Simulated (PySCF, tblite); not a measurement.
# C₂H₁₀FNOSi₂, a small molecule taken as a stand-in for a surface group (C site with back bonds O[SiH3], N[SiH3], C): NMR shifts, core binding energies and electronic excitations

What NMR shifts, core binding energies and electronic excitations should one expect for `CC(F)(N[SiH3])O[SiH3]`?

Computed with tblite 0.8.0 and PySCF 2.14.0; each step states its level. No surroundings beyond the atoms listed, unless a continuum is named. Atoms count from 0, parts from 1.

## (1) The system as given

17 atoms, charge 0, multiplicity 1; geometry: distance geometry start.

## (2) Relaxing the cluster with GFN2-xTB

What the job is given:

```
{"job": {"kind": "relax", "xc": "GFN2-xTB", "basis": "xTB"}, "charge": 0, "multiplicity": 1}
C     -1.123808     0.371944    -1.486097
O     -0.220008     0.752289    -0.541149
Si    -0.515168     0.741851     1.206782
N     -1.447267    -1.036600    -1.366626
Si    -0.025654    -2.186864    -1.357051
C     -0.570864     0.615804    -2.829377
F     -2.222536     1.048336    -1.366990
H     -1.747819     0.057124     1.481157
H     -0.587311     2.079260     1.691974
H      0.528022     0.051630     1.853062
H     -2.293408    -1.363043    -1.836427
H     -0.402514    -3.377051    -2.038086
H      1.081573    -1.602287    -2.007299
H      0.321197    -2.515415    -0.002984
H      0.467321     0.728856    -2.757173
H     -0.983217     1.517736    -3.211493
H     -0.816085    -0.198172    -3.470494
```

Method: GFN2-xTB geometry optimisation, gas phase.

The run is started by

```bash
$ OMP_NUM_THREADS=1 python cluster_run.py task.json out
```

The driver reads the jobs from task.json and runs them one after another.

**Question.** The jobs that follow are: PBE0-D3(BJ)/def2-SVP geometry optimisation, gas phase; GIAO PBE0/pcSseg-1 NMR shielding, non-relativistic, gas phase; delta-SCF UKS SCAN, pcX-2 on the ionised atom, pcseg-1 elsewhere, spin-free X2C; TDDFT CAM-B3LYP/def2-SVPD, vertical, gas phase, core orbitals frozen in the response. Predict: point group; rotational constants (main isotopes); $^{13}$C shifts against TMS (PBE0/pcSseg-1); $^{1}$H shifts against TMS (PBE0/pcSseg-1); $^{17}$O shifts against H2O (PBE0/pcSseg-1); $^{29}$Si shifts against TMS (PBE0/pcSseg-1); $^{15}$N shifts against NH3 (PBE0/pcSseg-1); $^{19}$F shifts against CFCl3 (PBE0/pcSseg-1); C1s binding energies, SCAN/pcX-2; O1s binding energies, SCAN/pcX-2; N1s binding energies, SCAN/pcX-2; F1s binding energies, SCAN/pcX-2; lowest singlet (CAM-B3LYP/def2-SVPD); brightest single state of those computed; lowest triplet; vertical ionisation energy (ΔSCF).

The runs gave:

| quantity | value |
| --- | --- |
| point group | C1 |
| rotational constants (main isotopes) | 2.23, 1.38, 1.04 GHz |
| $^{13}$C shifts against TMS (PBE0/pcSseg-1) | 118.3, 28.4 ppm |
| $^{1}$H shifts against TMS (PBE0/pcSseg-1) | 4.95, 4.94, 4.72, 4.67, 4.57, 4.33, 1.81, 1.45, 1.44, 1.35 ppm |
| $^{17}$O shifts against H2O (PBE0/pcSseg-1) | 98.1 ppm |
| $^{29}$Si shifts against TMS (PBE0/pcSseg-1) | -37.2, -63.4 ppm |
| $^{15}$N shifts against NH3 (PBE0/pcSseg-1) | 63.9 ppm |
| $^{19}$F shifts against CFCl3 (PBE0/pcSseg-1) | -62.0 ppm |
| C1s binding energies, SCAN/pcX-2 | C0 295.31, C5 291.02 eV |
| O1s binding energies, SCAN/pcX-2 | O1 538.47 eV |
| N1s binding energies, SCAN/pcX-2 | N3 404.81 eV |
| F1s binding energies, SCAN/pcX-2 | F6 691.79 eV |
| lowest singlet (CAM-B3LYP/def2-SVPD) | 6.80 eV (182 nm), f = 0.006 |
| brightest single state of those computed | state 6, 8.23 eV, f = 0.039 |
| lowest triplet | 6.53 eV |
| vertical ionisation energy (ΔSCF) | 9.74 eV |

**Reading.** The start of the PBE0/def2-SVP relaxation was shaken at random by about 0.01 Å, so part of the energy gained, and of the first lengths quoted, undoes that. Relaxing lowered the energy by 0.358 eV in 9 steps; the close pair that moved most is O1–Si2, from 1.635 to 1.691 Å (PBE0/def2-SVP). No frequency check was run at this level, so the end point may be a saddle. Hydrogens of an XH3 group are listed apart at this fixed geometry; free rotation makes them one line at their mean. At PBE0/pcSseg-1: The widest tensor belongs to F6: span 215 ppm, with a paramagnetic part of -240 ppm. At SCAN/pcX-2: C0 (carbon bonded to C, F, N, O) binds its C1s electron 4.29 eV more tightly than C5 (carbon bonded to C, 3 H). The lowest singlet, at 6.80 eV, is HOMO→LUMO 0.73, HOMO→LUMO+3 0.13 and is weak; of the 6 states computed, the strongest absorption comes from state 6 at 8.23 eV (the last computed, so partners may be missing). The lowest triplet lies 0.27 eV below the lowest singlet (triplets in Tamm-Dancoff, singlets in full TDDFT). The orbital energy would give 9.03 eV for ionisation, ΔSCF gives 9.74 eV. A capped cluster stands for the solid here, so long-range fields and strain are missing, and bands or shifts of the capping hydrogens have no counterpart in it.
